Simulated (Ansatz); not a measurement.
# Ir: one crystal by all-electron and frozen-core methods

Does the method matter for Ir? The same cell, functional and mesh are run with all-electron LAPW, PAW on the default files and datasets made for this crystal.

Method: DFT PBEsol, scalar-relativistic, in Ansatz 0.2.0.

### 1 The starting structure

The structure is cubic, space group Fm-3m (No. 225). The conventional cell has a = 3.839 Å, b = 3.839 Å, c = 3.839 Å, α = 90.00°, β = 90.00°, γ = 90.00°. Ir (site symmetry m-3m) is surrounded by 12 Ir at 2.71 Å.

As a file:

```xyz
1
Lattice="0.0000 1.9197 1.9197 1.9197 0.0000 1.9197 1.9197 1.9197 0.0000" Properties=species:S:1:pos:R:3 pbc="T T T"
Ir    0.0000    0.0000    0.0000
```

Structure: COD 9008470, as refined from experiment and not relaxed.

### 2 All-electron LAPW

The input, input.yaml:

```yaml
crystal:
  lattice:
    - [0.0, 1.9197, 1.9197]
    - [1.9197, 0.0, 1.9197]
    - [1.9197, 1.9197, 0.0]
  atoms:
    - { symbol: Ir, position: [0.0, 0.0, 0.0] }
kpoints:
  mp_grid: { grid: [18, 18, 18] }
  band_path:
    path:
      - [0.0, 0.0, 0.0]
      - [0.5, 0.0, 0.5]
      - [0.625, 0.25, 0.625]
      - [0.375, 0.375, 0.75]
      - [0.0, 0.0, 0.0]
      - [0.5, 0.5, 0.5]
      - [0.5, 0.25, 0.75]
      - [0.5, 0.0, 0.5]
    npoints: 14
scf:
  occupations: { method: fermi_dirac, width: 0.05 }
hamiltonian:
  xc: pbesol
  pseudopotentials: { kind: all_electron, lapw: { basis_error: 0.0005 } }
output:
  forces: true
  stress: true
  eigenvalues: true
  populations: true
  dos: { projected: true, de: 0.2, e_range: [-14, 8] }
```

Launch:

```sh
ansatz run input.yaml --threads 1 --pin off --max-ram 3072MiB --backend cpu --events-out ev --progress --plain --runs-dir out
```

Standard output:

```text
Ir: projections on atomic orbitals take those of the free atom 1s2 2s2 2p6 3s2 3p6 3d10 4s2 4p6 4d10 4f14 5s2 5p6 5d7 6s2, of charge +0.00 (hamiltonian.pseudopotentials.projection_atoms)
LAPW: plane waves up to 8.939 Å⁻¹, error target 5.0e-4 eV per atom; small_component_spin mean_spin; Ir in spheres of 1.357 Å, 41 of its electrons in bands, Dirac shells []
Engine: ansatz 0.2.0
Pseudopotentials: kind: all_electron
Pseudopotential: Ir, LAPW, valence charge 41, Koelling and Harmon's equation, gaussian nucleus
Functional definition: PBEsol
  exchange = pbesol_x
  correlation = pbesol_c
Crystal: 1 atoms, lattice volume = 14.149 Å³
Basis set: ecut = 304.44671910126976 eV, 169 PW (Γ), exchange–correlation at level 2
Bands: 25, of which v1, the nominal top of the filled ones, is band 21 counted from 1 (20 counted from 0)
Symmetry: 48 space group operations
Space group: Fm-3m (ITA 225), of the structure as read, at distance tolerance 2.4e-5 Å
k-points: 195 of 5832
Non-local potential: Ir, projectors of the file, none
Initial density: superposition of atomic densities (chi_scale 0.1, normalization cell)
Initial wavefunctions: plane waves of lowest kinetic energy (no species holds an atomic orbital)
Functional: x = pbesol(κ = 0.804, μ = 0.12345679012345678), c = pbesol(β = 0.046)
iter 1 solved again at ethr=4.39e-5 eV; its pass at ethr=1.00e-1 eV (dr2=1.80e-2 eV) is discarded
SCF iter   1: F=—  HF=-484889.818595 eV  |F-HF|=—  |Δ(HF+E_count)|=         —  Δρ=1.81e-2  dr2=1.82e-2  ethr=4.39e-5  ⟨swp⟩=3.3  Hψ=31746  notcnv=0
preconditioner: auto → none  [metal: Δε(μ)=0.013 eV  Ē_g=14.159 eV  σ=0.050 eV  W_gap=0.06  n_scr=8 (ndim 8)  ℏωp=29.6 eV  f_vac=0.000  D(μ)=0.99/eV (n_scr^D=14)  sad-step TF]
SCF iter   2: F=—  HF=-484889.734387 eV  |F-HF|=—  |Δ(HF+E_count)|=   8.42e-2  Δρ=6.17e-3  dr2=2.62e-3  ethr=4.39e-5  ⟨swp⟩=2.4  Hψ=15034  notcnv=0
SCF iter   3: F=—  HF=-484889.730745 eV  |F-HF|=—  |Δ(HF+E_count)|=         —  Δρ=3.52e-3  dr2=8.27e-4  ethr=6.40e-6  ⟨swp⟩=2.0  Hψ=14146  notcnv=0
the basis was enlarged: its passes take 385.3 KiB over the memory plan, 1 of 1 planned eigensolver slots
SCF iter   4: F=—  HF=-484889.730697 eV  |F-HF|=—  |Δ(HF+E_count)|=   4.81e-5  Δρ=1.46e-3  dr2=1.44e-4  ethr=2.02e-6  ⟨swp⟩=2.0  Hψ=14146  notcnv=0
iter 5 solved again at ethr=1.21e-8 eV; its pass at ethr=3.51e-7 eV (dr2=4.94e-6 eV) is discarded
SCF iter   5: F=—  HF=-484889.730680 eV  |F-HF|=—  |Δ(HF+E_count)|=   1.68e-5  Δρ=2.65e-4  dr2=4.94e-6  ethr=1.21e-8  ⟨swp⟩=2.0  Hψ=24062  notcnv=0
SCF iter   6: F=-484889.730681 eV  HF=-484889.730681 eV  |F-HF|=4.83e-9  |Δ(HF+E_count)|=   1.04e-6  Δρ=2.24e-5  dr2=3.42e-8  ethr=1.20e-8  ⟨swp⟩=2.0  Hψ=14146  notcnv=0
SCF 1 converged in 6 iterations: F = -484889.730681 eV  dr2 = 3.42e-8
NSCF: frozen V_eff on 99 k-points
SCF converged after 6 iterations
Free energy (F): -484889.730681 eV
Harris-Foulkes:  -484889.730681 eV  (|F-HF|=4.83e-9)
Internal energy: -484889.722571 eV  (E = F + TS)
E sigma→0 (E₀):  -484889.726626 eV
Entropy (-TS):   -0.008110 eV (-8.110 meV/atom)
Fermi energy:    31.858307 eV
--- Per-component energies (eV) ---
  E_band       = -2871.195728
  E_kinetic    = 548620.864926
  E_xc         = -9337.812800
  E_electrostatic = -1024172.774698  (all electrons and nuclei)
  E_smearing   = -0.008110  (= −TS)
  E_closure    = -0.000000  (closes the sum)
  E_atoms      = -484879.537261  (free atoms, spherical and without spin; not in F)
  Σ components = -484889.730681   (vs F -484889.730681, Δ=0.00e0)
  Basis errors (estimates in eV, not in F): energy 1.1e-4 per atom: plane waves 9.2e-5 (4.6e-5 summed), levels above the bands 3.6e-157, relativity 1.3e-8, radial functions 2.0e-5, core shells 4.0e-7; eigenvalues (radial functions only) 7.4e-7; not estimated: angular momenta, meshes, grids; target (lapw.basis_error) 5.0e-4; muffin-tin radii Ir 1.357 Å
--- Forces (eV/Å), atoms counted from 1 ---
  atom   1  Ir     0.00000000     0.00000000    -0.00000000
  max |Σ_I F_I| component: 2.05e-31 eV/Å
--- Stress (GPa, compression-positive) ---
       -2.724950       0.000000       0.000000
        0.000000      -2.724950      -0.000000
        0.000000      -0.000000      -2.724950
  P = ⅓ Tr σ = -2.7249 GPa (-27.249 kbar)
--- Band table (eV; the first three rows and the last of 195) ---
  k-point 0: bands = ["-253.5298", "-253.5298", "-253.5298", "-253.4885", "-253.4885", "-61.0765", "-25.4342", "-25.3934", "-25.3934", "-25.3934", "-25.3778", "-25.3778", "-25.3778", "-17.5215", "-17.5215", "-17.5215", "20.6499", "27.9245", "27.9245", "27.9245", "30.6400", "30.6400", "45.3880", "50.8916", "50.8916"]
  k-point 1: bands = ["-253.5298", "-253.5298", "-253.5298", "-253.4885", "-253.4885", "-61.0745", "-25.4341", "-25.3937", "-25.3937", "-25.3934", "-25.3778", "-25.3777", "-25.3777", "-17.5463", "-17.5249", "-17.5249", "20.7883", "27.8492", "27.9844", "27.9844", "30.5999", "30.5999", "45.6292", "50.2415", "51.1228"]
  k-point 2: bands = ["-253.5298", "-253.5298", "-253.5298", "-253.4885", "-253.4885", "-61.0688", "-25.4336", "-25.3945", "-25.3945", "-25.3933", "-25.3779", "-25.3773", "-25.3773", "-17.6175", "-17.5347", "-17.5347", "21.1890", "27.6560", "28.1415", "28.1415", "30.5121", "30.5121", "46.2925", "48.9138", "51.7972"]
  k-point 194: bands = ["-253.5298", "-253.5298", "-253.5298", "-253.4885", "-253.4885", "-60.9886", "-25.4269", "-25.4023", "-25.4017", "-25.3999", "-25.3746", "-25.3744", "-25.3741", "-18.0839", "-18.0052", "-17.8227", "25.4627", "26.4217", "27.4795", "30.1162", "33.3241", "39.9533", "40.1377", "41.4187", "45.0870"]
--- Löwdin populations: 1 site ---
  site symbol       q [e]
     0     Ir     76.8059
  spilling = 0.002521 (of n_electrons = 77.000000)
```

Run time: 23 s. Hardware: 1 thread of Arm Neoverse V2, shared host; peak memory 0.45 GiB.

In short: pressure -2.72 GPa; no gap.

Levels at the path's labelled points, in eV from the Fermi level:

```csv
point,band 17,band 18,band 19,band 20,band 21,band 22,band 23
Γ,-11.21,-3.93,-3.93,-3.93,-1.22,-1.22,13.53
X,-7.98,-7.40,0.86,1.46,1.46,1.60,10.46
U,-7.01,-6.04,-2.95,-0.92,0.58,6.17,7.65
K,-7.01,-6.04,-2.95,-0.92,0.58,6.17,7.65
Γ,-11.21,-3.93,-3.93,-3.93,-1.22,-1.22,13.53
L,-8.17,-4.03,-4.03,-0.86,0.88,0.88,7.22
W,-6.32,-4.93,-4.93,-1.85,1.47,8.07,8.96
X,-7.98,-7.40,0.86,1.46,1.46,1.60,10.46
```

States per cell in windows of 1 eV (zero at the Fermi level; grid of 0.20 eV, so sharp peaks spill over the borders):

```csv
from,to,total,Ir 5d,Ir 6s
-10,-9,0.09,0.00,0.08
-9,-8,0.19,0.04,0.14
-8,-7,0.82,0.55,0.26
-7,-6,1.16,1.01,0.14
-6,-5,0.95,0.90,0.03
-5,-4,1.22,1.12,0.06
-4,-3,1.56,1.42,0.09
-3,-2,0.96,0.87,0.05
-2,-1,1.10,1.02,0.04
-1,0,0.86,0.81,0.03
0,1,1.25,1.20,0.03
1,2,0.58,0.51,0.05
2,3,0.27,0.15,0.08
3,4,0.27,0.10,0.09
4,5,0.26,0.06,0.10
```

### 3 PAW on the default files

input.yaml, as its differences from that of step 2:

```diff
@@ -24,3 +24,3 @@
   xc: pbesol
-  pseudopotentials: { kind: all_electron, lapw: { basis_error: 0.0005 } }
+  pseudopotentials: { kind: paw }
 output:
@@ -29,3 +29,9 @@
   eigenvalues: true
+  efg: { contact_densities: true }
   populations: true
+  bader: true
   dos: { projected: true, de: 0.2, e_range: [-14, 8] }
+  write_density: true
+  write_potential: true
+  elf: true
+  volumetric_format: npy
```

Launch:

```sh
ansatz run input.yaml --threads 1 --pin off --max-ram 3072MiB --backend cpu --events-out ev --progress --plain --runs-dir out
```

Standard output, shortened:

```text
Ir: output.efg is read without spin–orbit coupling, which moves field gradients at and beside such atoms by some per cent and up to a factor of two; PAW files take it under magnetization.noncollinear and magnetization.spin_orbit
[...]
Pseudopotentials: kind: paw
Pseudopotential: Ir, paw, valence charge 17, recommended cutoff 420 eV (normal)
[... 1 set-up line as earlier in the session ...]
[...]
Crystal: 1 atoms, lattice volume = 14.149 Å³
Basis set: ecut = 420 eV, 283 PW (Γ), exchange–correlation on 40×40×40 points (8 copies of the dense FFT grid, shifted against one another)
Bands: 13, of which v1, the nominal top of the filled ones, is band 9 counted from 1 (8 counted from 0)
[... 2 set-up lines as earlier in the session ...]
k-points: 195 of 5832
[...]
--- Stress (GPa, compression-positive) ---
       -2.686679       0.000000      -0.000000
        0.000000      -2.686679      -0.000000
       -0.000000       0.000000      -2.686679
  P = ⅓ Tr σ = -2.6867 GPa (-26.867 kbar)
--- PAW observables at the nuclei: V_zz in 10²¹ V/m², potentials from the cell's mean, atoms counted from 1 ---
  atom   1  Ir V_zz =    +0.000000   η = 0.0000   by run symmetry: forbidden
            electrostatic potential = -15798.212999 V   contact ρ = 11152099.868860 e/Å³
--- Band table (eV; the first three rows and the last of 195) ---
  k-point 0: bands = ["-67.2466", "-23.6953", "-23.6953", "-23.6953", "14.4688", "21.7460", "21.7460", "21.7460", "24.4635", "24.4635", "39.2169", "44.7170", "44.7170"]
[...]
--- Löwdin populations: 1 site ---
  site symbol       q [e]
     0     Ir     16.7997
  spilling = 0.011785 (of n_electrons = 17.000000)
--- Bader charges: 1 site ---
  site symbol  charge [e]  shift [e]
     0     Ir      0.0000     0.0000
  estimated error of the sums over rays = 6.2e-7 e
```

Wall time 6.4 s (1 thread of Arm Neoverse V2, shared host); peak memory 0.35 GiB.

In short: pressure -2.69 GPa; no gap.

The fields are shown in the conventional cell of this run's space group, carried over from its grid by interpolation.

Density in a lattice plane of the grid's cell (edges 3.84 and 3.84 Å, at 0.000 of the third edge), which holds Ir.

Ten even steps from '0' (0.17 e/Å³) to '9' (9.01 e/Å³):
```
998642000000000000024689
886421000000000000012468
554210000000000000001245
221100000000000000000112
000000000000000000000000
000000000112221100000000
000000001245554210000000
000000012468886421000000
000000024689998642000000
000000024799999742000000
000000024689998642000000
000000012468886421000000
000000001245554210000000
000000000112221100000000
000000000000000000000000
221100000000000000000112
554210000000000000001245
886421000000000000012468
998642000000000000024689
999742000000000000024799
```
Columns run along the first of these edges and rows up along the second, over one cell in 24 and 20 even steps from the bottom left corner. Atoms in the plane (fractional): Ir at (0.00, 0.00), Ir at (0.50, 0.50).

ELF in the same plane.

Values, 12 rows by 12 columns:
```
0.58 0.66 0.57 0.32 0.26 0.21 0.18 0.21 0.26 0.32 0.57 0.66
0.66 0.57 0.39 0.30 0.30 0.26 0.24 0.26 0.30 0.30 0.39 0.57
0.37 0.32 0.30 0.36 0.30 0.32 0.37 0.32 0.30 0.36 0.30 0.32
0.24 0.26 0.30 0.30 0.39 0.57 0.66 0.57 0.39 0.30 0.30 0.26
0.18 0.21 0.26 0.32 0.57 0.66 0.58 0.66 0.57 0.32 0.26 0.21
0.15 0.18 0.24 0.37 0.66 0.58 0.27 0.58 0.66 0.37 0.24 0.18
0.18 0.21 0.26 0.32 0.57 0.66 0.58 0.66 0.57 0.32 0.26 0.21
0.24 0.26 0.30 0.30 0.39 0.57 0.66 0.57 0.39 0.30 0.30 0.26
0.37 0.32 0.30 0.36 0.30 0.32 0.37 0.32 0.30 0.36 0.30 0.32
0.66 0.57 0.39 0.30 0.30 0.26 0.24 0.26 0.30 0.30 0.39 0.57
0.58 0.66 0.57 0.32 0.26 0.21 0.18 0.21 0.26 0.32 0.57 0.66
0.27 0.58 0.66 0.37 0.24 0.18 0.15 0.18 0.24 0.37 0.66 0.58
```
Columns run along the first of these edges and rows up along the second, over one cell in 12 and 12 even steps from the bottom left corner. Atoms in the plane (fractional): Ir at (0.00, 0.00), Ir at (0.50, 0.50).

Both are smooth fields of the valence electrons: close to the nuclei they are not physical.

### 4 Datasets made for this crystal

input.yaml, as its differences from that of step 3:

```diff
@@ -19,3 +19,3 @@
       - [0.5, 0.0, 0.5]
-    npoints: 14
+    npoints: 8
 scf:
@@ -24,3 +24,3 @@
   xc: pbesol
-  pseudopotentials: { kind: paw }
+  pseudopotentials: { kind: all_electron, datasets: crystal }
 output:
@@ -30,8 +30 @@
   efg: { contact_densities: true }
-  populations: true
-  bader: true
-  dos: { projected: true, de: 0.2, e_range: [-14, 8] }
-  write_density: true
-  write_potential: true
-  elf: true
-  volumetric_format: npy
```

Launch:

```sh
ansatz run input.yaml --threads 1 --pin off --max-ram 3072MiB --backend cpu --events-out ev --progress --plain --runs-dir out
```

Standard output, shortened:

```text
[...]
Ir: output.efg is read without spin–orbit coupling, which moves field gradients at and beside such atoms by some per cent and up to a factor of two; PAW files take it under magnetization.noncollinear and magnetization.spin_orbit
[...]
[... 1 set-up line as earlier in the session ...]
Pseudopotential: Ir, paw, valence charge 17, recommended cutoff 300 eV (normal), Koelling and Harmon's equation, gaussian nucleus
[... 1 set-up line as earlier in the session ...]
[...]
Crystal: 1 atoms, lattice volume = 14.149 Å³
Basis set: ecut = 300 eV, 169 PW (Γ), exchange–correlation on 32×32×32 points (8 copies of the dense FFT grid, shifted against one another)
Bands: 13, of which v1, the nominal top of the filled ones, is band 9 counted from 1 (8 counted from 0)
[... 2 set-up lines as earlier in the session ...]
k-points: 195 of 5832
[...]
In the spheres:  the bands' charges fall short by 3.0e-7 e at most (sound up to 1e-3)
Fermi energy:    31.858219 eV
[...]
  The terms above E_closure are by the made datasets' own strengths, without shells solved beside the bands.
--- Forces (eV/Å), atoms counted from 1 ---
  atom   1  Ir     0.00000000     0.00000000     0.00000000
[...]
--- Stress (GPa, compression-positive) ---
       -2.724683       0.000000       0.000000
       -0.000000      -2.724683      -0.000000
       -0.000000      -0.000000      -2.724683
  P = ⅓ Tr σ = -2.7247 GPa (-27.247 kbar)
--- PAW observables at the nuclei: V_zz in 10²¹ V/m², potentials from the cell's mean, atoms counted from 1 ---
  atom   1  Ir V_zz =    -0.000000   η = 0.0000   by run symmetry: forbidden
            electrostatic potential = -15795.244831 V   contact ρ = 11145733.455785 e/Å³
--- Band table (eV; the first three rows and the last of 195) ---
  k-point 0: bands = ["-61.0765", "-17.5216", "-17.5216", "-17.5216", "20.6499", "27.9245", "27.9245", "27.9245", "30.6399", "30.6399", "45.3880"]
[...]
```

Run time: 11 s. Hardware: 1 thread of Arm Neoverse V2, shared host; peak memory 0.46 GiB.

This run gives: pressure -2.72 GPa.

```csv
atom,contact density (e/Å³)
Ir,1.114573e+07
```

### 5 Comparison

| method | pressure (GPa) | SCF cycles, all passes |
| --- | --- | --- |
| LAPW | -2.72 | 6 |
| PAW | -2.69 | 6 |
| crystal datasets | -2.72 | 7 |

### 6 Outcome

| quantity | value |
| --- | --- |
| pressure | LAPW -2.72, PAW -2.69, crystal datasets -2.72 GPa |
| gap (LAPW) | none |

What this shows: At this geometry the cell is under tension of 2.7 GPa, so it would shrink if let go. With 41 electrons in the bands of a cell, and no spin, a band must be partly filled: it is a metal at this level. Within 0.3 eV of the Fermi level the largest projected share is Ir 5d (97 %). The projection holds only the free atom's occupied shells (Ir 6s, Ir 5d in this range). In pressure, PAW differs from LAPW by +0.04 GPa. The price, with the outputs that each input asks for: 23 s for LAPW against 6.4 s for PAW, about 4 to one. Spin-orbit coupling is left out, though the cell holds Ir; in elements this heavy it can shift bands and gaps by tenths of an eV.
